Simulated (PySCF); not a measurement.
# C3H8NO3: the cost of one run

Programs: PySCF 2.14.0. All values are calculated, for the isolated system unless a continuum is named. Atoms count from 0, parts from 1.

## 1. The system as given

15 atoms, charge -1, multiplicity 1; geometry: GFN2-xTB, MD frame. Parts: 1 = atoms 0–7, `COC(=O)[O-]`, charge -1; 2 = atoms 8–14, `CN`, charge 0.

## 2. Counterpoise and decomposition: PW6B95-D3(BJ)/def2-SVP, 250 fs

The job: settings as JSON, then the geometry in Å.

```
{"job": {"kind": "inter", "xc": "PW6B95", "basis": "def2-SVP", "disp": "d3bj"}, "charge": -1, "multiplicity": 1, "parts": [{"atoms": "0-7", "charge": -1, "multiplicity": 1}, {"atoms": "8-14", "charge": 0, "multiplicity": 1}]}
O      0.806327    -0.739643    -0.023791
C     -0.407136    -0.441045    -0.225411
O     -1.122904     0.357519     0.355643
O     -0.928407    -1.096173    -1.395622
C     -2.207294    -0.736955    -1.726753
H     -2.342398    -0.037748    -2.606103
H     -2.777472    -1.642433    -1.939060
H     -2.699317    -0.177188    -0.915519
C      1.556923     2.277814     0.646040
N      2.345606     1.238426     1.311688
H      0.504553     2.024532     0.722320
H      1.676177     3.221282     1.216496
H      1.819070     2.372656    -0.398522
H      1.939185     1.032829     2.201606
H      2.187334     0.425706     0.772549
```

Method: PW6B95-D3(BJ)/def2-SVP interaction energy, counterpoise and uncorrected, gas phase.

Started as:

```sh
$ OMP_NUM_THREADS=1 python cluster_run.py task.json out
```

The driver reads the jobs from task.json and runs them one after another.

Q: Estimate the wall time and peak memory of this first job on 1 thread of Arm Neoverse V1, shared host.

About 33 s, with a peak of 0.54 GiB.
